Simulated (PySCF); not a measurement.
**doublet GeH3Br−: levels of theory compared**

Aim: a comparison of 6 runs (UHF/STO-3G, U-wB97M-V/aug-cc-pVDZ, U-wB97X/aug-cc-pVDZ, UBHLYP/aug-cc-pVDZ, UM06-2X/aug-cc-pVDZ, USCS-MP2/aug-cc-pVDZ) of doublet GeH3Br−. 

The calculation is run with PySCF 2.14.0.

1 further run of the same task is left out (set aside as unsound or not needed).

### Step 1. The molecule

The species is GeH3Br− (5 atoms), meant as a doublet with charge -1. As SMILES of the parent species, `[GeH3][Br]`. The coordinates come from a PBE0-D4/def2-TZVP relaxation. That shape belongs to the parent species and isn't relaxed for this state.

Bond lengths: Ge1–Br2 2.309 Å, Ge1–H3 1.532 Å, Ge1–H4 1.532 Å, Ge1–H5 1.532 Å. Angles: Br2–Ge1–H3 107.2°, Br2–Ge1–H4 107.2°, Br2–Ge1–H5 107.2°, H3–Ge1–H4 111.7°, H3–Ge1–H5 111.7°, H4–Ge1–H5 111.7°.

### Step 2. The energy at UHF/STO-3G (run 1)

calc.py reads:

```python
from pyscf import gto

molecule = gto.Mole()
molecule.atom = '''
Ge     0.262748     0.025870    -0.244058
Br    -2.926146    -0.288164     2.717936
H      0.242282     2.744241    -1.237960
H     -0.325468    -1.882035    -2.339651
H      2.746622    -0.599894     1.103732
'''
molecule.unit = 'bohr'
molecule.charge = -1
molecule.spin = 1
molecule.max_memory = 1860
molecule.verbose = 3
molecule.basis = 'sto-3g'
molecule.build()

mf = molecule.UHF()
mf.conv_tol = 1e-10
mf.kernel()
if not mf.converged:
    mf = mf.newton().run(mf.mo_coeff, mf.mo_occ)

e_tot = mf.e_tot
print('Final energy', e_tot)
```

Launch:

```bash
$ OMP_NUM_THREADS=1 python calc.py
```

Standard output:

```text
converged SCF energy = -4597.91166541209  <S^2> = 0.75712888  2S+1 = 2.0071162
Final energy -4597.911665412093
```

Wall time 1.1 s (1 thread of Arm Neoverse V1, shared host); peak memory 0.12 GiB.

### Step 3. The energy at U-wB97M-V/aug-cc-pVDZ (run 2)

calc.py reads:

```python
from pyscf import gto, dft

mol = gto.M(
    atom='''
Ge       0.139040       0.013690      -0.129150
Br      -1.548450      -0.152490       1.438270
H        0.128210       1.452190      -0.655100
H       -0.172230      -0.995930      -1.238090
H        1.453450      -0.317450       0.584070
''',
    charge=-1,
    spin=1,
    max_memory=1860,
    basis='aug-cc-pvdz',
    verbose=4,
)

mf = dft.UKS(mol)
mf.xc = 'wb97m-v'
mf.conv_tol = 1e-10
mf.nlcgrids.level = 1
mf.grids.level = 5
mf.kernel()
if not mf.converged:
    mf = mf.newton().run(mf.mo_coeff, mf.mo_occ)

e_final = mf.e_tot
print('E = %.10f Eh' % e_final)
```

Launch:

```bash
$ OMP_NUM_THREADS=1 python calc.py
```

Standard output:

```text
PySCF version 2.14.0

[... 133 lines left out ...]
converged SCF energy = -4652.64313673233  <S^2> = 0.75086042  2S+1 = 2.0008602
E = -4652.6431367323 Eh
```

It took 2.8 min on 1 thread of Arm Neoverse V1, shared host; peak memory 0.55 GiB.

Runs 3 to 5 aren't shown in full; the table further down has their settings and results.

### Step 4. The energy at USCS-MP2/aug-cc-pVDZ (run 6)

input.xyz reads:

```xyz
5

Ge     0.139040     0.013690    -0.129150
Br    -1.548450    -0.152490     1.438270
H      0.128210     1.452190    -0.655100
H     -0.172230    -0.995930    -1.238090
H      1.453450    -0.317450     0.584070
```

job.py reads:

```python
from pyscf import gto, mp

mol = gto.Mole()
mol.atom = 'input.xyz'
mol.max_memory = 1860
mol.basis = 'aug-cc-pvdz'
mol.verbose = 3
mol.charge = -1
mol.spin = 1
mol.build()

calc0 = mol.UHF()
calc0.conv_tol = 1e-10
calc0.kernel()
if not calc0.converged:
    calc0 = calc0.newton().run(calc0.mo_coeff, calc0.mo_occ)

pt = mp.MP2(calc0, frozen=18).run()
e_tot = calc0.e_tot + 1.2 * pt.e_corr_os + pt.e_corr_ss / 3
print(f'total energy: {e_tot:.8f} hartree')
```

Launch:

```bash
$ OMP_NUM_THREADS=1 python job.py
```

Standard output:

```text
converged SCF energy = -4649.47472595321  <S^2> = 0.75084216  2S+1 = 2.000842
E(UMP2) = -4649.75204903372  E_corr = -0.277323080508462
E(SCS-UMP2) = -4649.74661423489  E_corr = -0.271888281678857
total energy: -4649.74661423 hartree
```

It took 6.9 s on 1 thread of Arm Neoverse V1, shared host; peak memory 0.28 GiB.

### Step 5. The series

```csv
run,level,integration grid,nlc grid,energy (Eh),HOMO energy (eV),LUMO energy (eV),⟨S²⟩,wall time
1,UHF/STO-3G,–,–,-4597.911665,8.01,18.56,0.757,1.1 s
2,U-wB97M-V/aug-cc-pVDZ,5,1,-4652.643137,0.54,3.61,0.751,2.8 min
3,U-wB97X/aug-cc-pVDZ,5,–,-4652.983673,0.53,4.02,0.751,84 s
4,UBHLYP/aug-cc-pVDZ,5,–,-4652.887070,1.22,3.08,0.751,40 s
5,UM06-2X/aug-cc-pVDZ,5,–,-4652.961825,1.21,3.25,0.751,1.7 min
6,USCS-MP2/aug-cc-pVDZ,–,–,-4649.746614,0.77,3.91,0.751,6.9 s
```

### Step 6. Summary of results

| quantity | value |
| --- | --- |
| run 6: total energy | -4649.74661 Eh |
| run 6: HOMO energy (Hartree–Fock orbitals) (highest over α and β) | 0.77 eV |
| run 6: LUMO energy (Hartree–Fock orbitals) (lowest over α and β) | 3.91 eV |
| run 6: correlation energy (18 core orbitals frozen) | -271.9 mEh |
| run 6: ⟨S²⟩ of the reference determinant | 0.751 |

Totals of different functionals can't be ranked against each other. In runs 1, 2, 3, 4, 5, 6 the HOMO lies above zero, so the outermost electron may be held by the basis alone. In run 1 the basis is minimal, so the values are rough. All runs together took 6.7 min, the longest 2.8 min.
